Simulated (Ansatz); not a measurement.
# Si12O22F: the cost of one run

All numbers below are computed with Ansatz 0.2.0 (DFT PBE, plane waves, PAW, scalar-relativistic, no spin polarisation).

### Step 1. The starting structure

The cell holds 35 atoms (FO22Si12): a = 7.326 Å, b = 7.326 Å, c = 9.833 Å, α = 70.39°, β = 70.39°, γ = 71.07°.

Its coordinates follow in the input file.

### Step 2. End point A

input.yaml reads:

```yaml
crystal:
  lattice:
    - [-2.458279, 4.257864, 5.431625]
    - [4.916558, 0.0, 5.431625]
    - [4.916558, 8.515728, 0.0]
  atoms:
    - { symbol: Si, position: [0.4005711, 0.9324983, 0.0314857] }
    - { symbol: Si, position: [-0.0077369, -0.0052346, 0.2685061] }
    - { symbol: Si, position: [0.0934097, 0.5679744, 0.9493772] }
    - { symbol: O, position: [0.5643608, 0.9790939, 0.0821829] }
    - { symbol: O, position: [0.5782471, 0.3021668, 0.1356596] }
    - { symbol: O, position: [0.1856316, 0.0343828, 0.114252] }
    - { symbol: O, position: [0.3220218, 0.4685205, 0.9703718] }
    - { symbol: O, position: [0.9274537, 0.1975083, 0.3334451] }
    - { symbol: O, position: [0.9277808, 0.5188326, 0.105662] }
    - { symbol: Si, position: [0.3985848, 0.9288819, 0.5269921] }
    - { symbol: Si, position: [0.0004178, 0.0039888, 0.7673196] }
    - { symbol: Si, position: [0.1005177, 0.5713723, 0.4520817] }
    - { symbol: F, position: [0.5637272, 0.9792533, 0.579563] }
    - { symbol: O, position: [0.5805379, 0.2979736, 0.6429911] }
    - { symbol: O, position: [0.1757778, 0.0331737, 0.6231132] }
    - { symbol: O, position: [0.3215037, 0.4650985, 0.4720414] }
    - { symbol: O, position: [0.9169313, 0.1974797, 0.8357465] }
    - { symbol: O, position: [0.9322805, 0.5195914, 0.6064293] }
    - { symbol: Si, position: [0.8998901, 0.4307303, 0.2829664] }
    - { symbol: Si, position: [0.5011132, 0.4976947, 0.519148] }
    - { symbol: Si, position: [0.5941896, 0.0668373, 0.2015186] }
    - { symbol: O, position: [0.0680621, 0.4801231, 0.3356311] }
    - { symbol: O, position: [0.0722298, 0.8006965, 0.3868309] }
    - { symbol: O, position: [0.6824933, 0.5313594, 0.3648566] }
    - { symbol: O, position: [0.812375, 0.9808066, 0.2270016] }
    - { symbol: O, position: [0.4256899, 0.6876938, 0.5828741] }
    - { symbol: O, position: [0.4339801, 0.0203078, 0.3630253] }
    - { symbol: Si, position: [0.9029017, 0.4360407, 0.7814998] }
    - { symbol: Si, position: [0.5024892, 0.505367, 0.0143865] }
    - { symbol: Si, position: [0.5957443, 0.0680524, 0.7045237] }
    - { symbol: O, position: [0.066797, 0.484036, 0.82935] }
    - { symbol: O, position: [0.0765532, 0.8041887, 0.8905873] }
    - { symbol: O, position: [0.6827931, 0.532598, 0.8687965] }
    - { symbol: O, position: [0.8169861, 0.9656729, 0.7247821] }
    - { symbol: O, position: [0.4216107, 0.6914468, 0.08158] }
total_charge: 1
basis:
  ecutwfc: 420.0
kpoints:
  mp_grid: { grid: [2, 2, 1] }
hamiltonian:
  xc: pbe
  pseudopotentials: { kind: paw, azcp: { folder: soft_1 } }
scf:
  occupations: { method: fermi_dirac, width: 0.05 }
  lower_state_search: "off"
relax:
  f_tol: 0.03
  max_steps: 60
  adjacent_minimum: "off"
output:
  write_density: true
  write_potential: true
  elf: true
  volumetric_format: npy
```

Started as:

```
> ansatz run input.yaml --threads 2 --pin off --max-ram 5120MiB --backend cpu --events-out ev --progress --plain --runs-dir out
```

What time and memory should one allow on 2 threads of Arm Neoverse V2, shared host?

About 78 s, with a peak of 0.95 GiB.
